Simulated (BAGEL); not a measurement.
# triplet BCNOF2: levels of theory compared

Wanted: a comparison of 3 runs (UHF/STO-3G, UHF/3-21G, ROHF/6-31G*) of triplet BCNOF2. 

The calculation is run with BAGEL 1.2.2.

1 further run of the same task is left out (set aside as unsound or not needed).

## (1) The system as given

The species is BCNOF2 (6 atoms), meant as a triplet with charge 0. As SMILES of the parent species, `O=C=NB(F)F`. The shape is that of a PBE0-D4/def2-TZVP optimisation. That shape belongs to the parent species and isn't relaxed for this state.

Bond lengths: O1–C2 1.157 Å, C2–N3 1.203 Å, N3–B4 1.415 Å, B4–F5 1.314 Å, B4–F6 1.319 Å. Angles: O1–C2–N3 175.3°, C2–N3–B4 143.9°, N3–B4–F5 119.9°, N3–B4–F6 121.8°, F5–B4–F6 118.3°.

## (2) The energy at UHF/STO-3G (density fitting with qzvpp-jkfit) (run 1)

input.json

```json
{ "bagel": [

{
  "title": "molecule",
  "basis": "sto-3g",
  "df_basis": "qzvpp-jkfit",
  "angstrom": true,
  "geometry": [
    { "atom": "O", "xyz": [    1.072900,   -2.030200,    1.224200 ] },
    { "atom": "C", "xyz": [    0.602900,   -1.239000,    0.523600 ] },
    { "atom": "N", "xyz": [    0.121500,   -0.481700,   -0.277900 ] },
    { "atom": "B", "xyz": [   -0.413700,    0.817100,   -0.445800 ] },
    { "atom": "F", "xyz": [   -0.843100,    1.200000,   -1.627200 ] },
    { "atom": "F", "xyz": [   -0.498300,    1.669900,    0.556800 ] }
  ]
},
{
  "title": "uhf",
  "nopen": 2
},
{
  "title": "print",
  "file": "orbitals.molden",
  "orbitals": true
}

]}
```

Command:

```
$ BAGEL_NUM_THREADS=1 BAGEL input.json > input.out
```

The program printed:

```text
* using 1 threads per process

  ===============================================================
  ===============================================================

  *** Geometry ***

  { "atom" : "O", "xyz" : [      2.027487,     -3.836522,      2.313403 ] },
  { "atom" : "C", "xyz" : [      1.139316,     -2.341371,      0.989461 ] },
  { "atom" : "N", "xyz" : [      0.229602,     -0.910281,     -0.525155 ] },
  { "atom" : "B", "xyz" : [     -0.781780,      1.544095,     -0.842440 ] },
  { "atom" : "F", "xyz" : [     -1.593228,      2.267671,     -3.074962 ] },
  { "atom" : "F", "xyz" : [     -0.941651,      3.155654,      1.052200 ] },

  Number of auxiliary basis functions:      458

  Since a DF basis is specified, we compute 2- and 3-index integrals:
    o Being stored without compression. Storage requirement is 0.003 GB

  Number of basis functions:       30
  Number of electrons      :       44

    * METHOD: MOLECULE                             0.13

  *** Open-shell HF ***

  === Nuclear Repulsion ===
   196.1660051255

      * DIIS with orbital gradients will be used.

  === UHF iteration (sto-3g) ===
      0       -385.18904484          0.04222162           0.03
      1       -385.31962845          0.02137696           0.03
      2       -385.34391694          0.01146945           0.03
      3       -385.35485077          0.00302542           0.03
      4       -385.35774634          0.00172568           0.03
      5       -385.35894039          0.00098614           0.03
      6       -385.35937195          0.00048817           0.03
      7       -385.35949161          0.00025269           0.03
      8       -385.35952496          0.00011355           0.03
      9       -385.35953277          0.00004285           0.03
     10       -385.35953396          0.00001797           0.03
     11       -385.35953412          0.00000643           0.03
     12       -385.35953415          0.00000265           0.03
     13       -385.35953415          0.00000106           0.03
     14       -385.35953415          0.00000083           0.03
     15       -385.35953415          0.00000078           0.03
[... 24 lines of this table left out ...]
     40       -385.35953412          0.00000009           0.03
     41       -385.35953412          0.00000006           0.03
     42       -385.35953412          0.00000005           0.03
     43       -385.35953412          0.00000003           0.03
     44       -385.35953412          0.00000002           0.03
     45       -385.35953412          0.00000002           0.03
     46       -385.35953412          0.00000001           0.03
     47       -385.35953412          0.00000001           0.03
    * SCF iteration converged.

    * S^2 (UHF) is 2.0078

    * Permanent dipole moment:
           (   -0.021864,    -0.001954,    -0.095318) a.u.

    * METHOD: UHF                                  1.71

    * METHOD: PRINT                                0.00

  ===============================================================
```

It took 2 s on 1 thread of Arm Neoverse V2, shared host.

## (3) A single-point energy at UHF/3-21G (density fitting with qzvpp-jkfit) (run 2)

calc.json

```json
{ "bagel" : [

{
  "title" : "molecule",
  "basis" : "3-21g",
  "df_basis" : "qzvpp-jkfit",
  "angstrom" : "true",
  "geometry" : [
    { "atom" : "O", "xyz" : [    1.072900,   -2.030200,    1.224200 ] },
    { "atom" : "C", "xyz" : [    0.602900,   -1.239000,    0.523600 ] },
    { "atom" : "N", "xyz" : [    0.121500,   -0.481700,   -0.277900 ] },
    { "atom" : "B", "xyz" : [   -0.413700,    0.817100,   -0.445800 ] },
    { "atom" : "F", "xyz" : [   -0.843100,    1.200000,   -1.627200 ] },
    { "atom" : "F", "xyz" : [   -0.498300,    1.669900,    0.556800 ] }
  ]
},
{ "title" : "uhf", "nopen" : 2 },
{ "title" : "print", "file" : "orbitals.molden", "orbitals" : "true" }

]}
```

Command:

```
$ BAGEL_NUM_THREADS=1 BAGEL calc.json > calc.out
```

The program printed:

```text
* using 1 threads per process

  ===============================================================
  ===============================================================

  *** Geometry ***

  { "atom" : "O", "xyz" : [      2.027487,     -3.836522,      2.313403 ] },
  { "atom" : "C", "xyz" : [      1.139316,     -2.341371,      0.989461 ] },
  { "atom" : "N", "xyz" : [      0.229602,     -0.910281,     -0.525155 ] },
  { "atom" : "B", "xyz" : [     -0.781780,      1.544095,     -0.842440 ] },
  { "atom" : "F", "xyz" : [     -1.593228,      2.267671,     -3.074962 ] },
  { "atom" : "F", "xyz" : [     -0.941651,      3.155654,      1.052200 ] },

  Number of auxiliary basis functions:      458

  Since a DF basis is specified, we compute 2- and 3-index integrals:
    o Being stored without compression. Storage requirement is 0.011 GB

  Number of basis functions:       54
  Number of electrons      :       44

    * METHOD: MOLECULE                             0.13

  *** Open-shell HF ***

  === Nuclear Repulsion ===
   196.1660051255

      * DIIS with orbital gradients will be used.

  === UHF iteration (3-21g) ===
      0       -388.34468021          0.05660806           0.07
      1       -388.48146748          0.03805934           0.07
      2       -388.52029517          0.02605077           0.07
      3       -388.55490181          0.00325530           0.07
      4       -388.55657721          0.00167787           0.07
      5       -388.55801494          0.00114376           0.07
      6       -388.55879257          0.00066805           0.07
      7       -388.55905359          0.00045282           0.07
      8       -388.55920124          0.00024975           0.07
      9       -388.55925834          0.00011697           0.07
     10       -388.55926861          0.00007143           0.07
     11       -388.55927140          0.00003219           0.07
     12       -388.55927201          0.00001157           0.07
     13       -388.55927205          0.00000363           0.07
     14       -388.55927206          0.00000185           0.07
     15       -388.55927206          0.00000119           0.07
[... 36 lines of this table left out ...]
     52       -388.55927200          0.00000004           0.07
     53       -388.55927200          0.00000003           0.07
     54       -388.55927200          0.00000002           0.07
     55       -388.55927200          0.00000002           0.07
     56       -388.55927200          0.00000002           0.07
     57       -388.55927200          0.00000001           0.07
     58       -388.55927200          0.00000001           0.06
     59       -388.55927200          0.00000001           0.07
    * SCF iteration converged.

    * S^2 (UHF) is 2.0134

    * Permanent dipole moment:
           (   -0.123336,     0.236394,    -0.139387) a.u.

    * METHOD: UHF                                  4.22

    * METHOD: PRINT                                0.01

  ===============================================================
```

It took 4.5 s on 1 thread of Arm Neoverse V2, shared host.

## (4) A single-point energy at ROHF/6-31G(d) (density fitting with qzvpp-jkfit, spherical functions) (run 3)

input.json

```json
{ "bagel": [

{
  "title": "molecule",
  "basis": "6-31gs.json",
  "df_basis": "qzvpp-jkfit",
  "angstrom": true,
  "geometry": [
    { "atom": "O", "xyz": [       1.072900,      -2.030200,       1.224200 ] },
    { "atom": "C", "xyz": [       0.602900,      -1.239000,       0.523600 ] },
    { "atom": "N", "xyz": [       0.121500,      -0.481700,      -0.277900 ] },
    { "atom": "B", "xyz": [      -0.413700,       0.817100,      -0.445800 ] },
    { "atom": "F", "xyz": [      -0.843100,       1.200000,      -1.627200 ] },
    { "atom": "F", "xyz": [      -0.498300,       1.669900,       0.556800 ] }
  ]
},

{
  "title": "rohf",
  "nopen": 2
},

{
  "title": "print",
  "file": "orbitals.molden",
  "orbitals": true
}

]}
```

The basis set 6-31G* is read from a file made from the Basis Set Exchange's data (not shown).

Command:

```
$ BAGEL_NUM_THREADS=1 BAGEL input.json > input.out
```

The program printed:

```text
* using 1 threads per process

  ===============================================================
  ===============================================================

  *** Geometry ***

  { "atom" : "O", "xyz" : [      2.027487,     -3.836522,      2.313403 ] },
  { "atom" : "C", "xyz" : [      1.139316,     -2.341371,      0.989461 ] },
  { "atom" : "N", "xyz" : [      0.229602,     -0.910281,     -0.525155 ] },
  { "atom" : "B", "xyz" : [     -0.781780,      1.544095,     -0.842440 ] },
  { "atom" : "F", "xyz" : [     -1.593228,      2.267671,     -3.074962 ] },
  { "atom" : "F", "xyz" : [     -0.941651,      3.155654,      1.052200 ] },

  Number of auxiliary basis functions:      458

  Since a DF basis is specified, we compute 2- and 3-index integrals:
    o Being stored without compression. Storage requirement is 0.026 GB

  Number of basis functions:       84
  Number of electrons      :       44

    * METHOD: MOLECULE                             0.18

  *** Open-shell HF ***

  === Nuclear Repulsion ===
   196.1660051255

      * DIIS with orbital gradients will be used.

  === ROHF iteration (6-31gs.json) ===
      0       -390.42966242          0.04242358           0.12
      1       -390.57841699          0.02943806           0.12
      2       -390.62374480          0.02089060           0.12
      3       -390.67323194          0.00257005           0.12
      4       -390.67444550          0.00101052           0.12
      5       -390.67509289          0.00053275           0.12
      6       -390.67544714          0.00036368           0.12
      7       -390.67562507          0.00030536           0.12
      8       -390.67573408          0.00022084           0.12
      9       -390.67586168          0.00018676           0.12
     10       -390.67591734          0.00013454           0.12
     11       -390.67599381          0.00009078           0.12
     12       -390.67601303          0.00004719           0.12
     13       -390.67605480          0.00002967           0.12
     14       -390.67604349          0.00001630           0.12
     15       -390.67605996          0.00000721           0.12
[... 24 lines of this table left out ...]
     40       -390.67606437          0.00000006           0.11
     41       -390.67606437          0.00000005           0.12
     42       -390.67606436          0.00000004           0.12
     43       -390.67606436          0.00000003           0.12
     44       -390.67606436          0.00000002           0.12
     45       -390.67606436          0.00000001           0.12
     46       -390.67606436          0.00000001           0.13
     47       -390.67606436          0.00000001           0.12
    * SCF iteration converged.

    * S^2 (ROHF) is 2.0000

    * Permanent dipole moment:
           (   -0.041886,     0.115081,     0.008254) a.u.

    * METHOD: ROHF                                 5.71

    * METHOD: PRINT                                0.01

  ===============================================================
```

Wall time 6.3 s (1 thread of Arm Neoverse V2, shared host); peak memory 0.11 GiB.

## (5) Overview of the runs

```tsv
run	level	energy (Eh)	dipole moment (D)	⟨S²⟩	wall time
1	UHF/STO-3G (density fitting with qzvpp-jkfit)	-385.359534	0.25	2.008	2 s
2	UHF/3-21G (density fitting with qzvpp-jkfit)	-388.559272	0.76	2.013	4.5 s
3	ROHF/6-31G* (density fitting with qzvpp-jkfit, spherical functions)	-390.676064	0.31	2.000	6.3 s
```

## (6) What came out

| quantity | value |
| --- | --- |
| run 3: total energy | -390.67606 Eh |
| run 3: dipole moment | 0.31 D |
| run 3: ⟨S²⟩ | 2.000 |

The dipole moment (its size) runs from 0.25 D (UHF/STO-3G) to 0.76 D (UHF/3-21G). In run 1 the basis is minimal, so the values are rough. All runs together took 13 s, the longest 6.3 s.
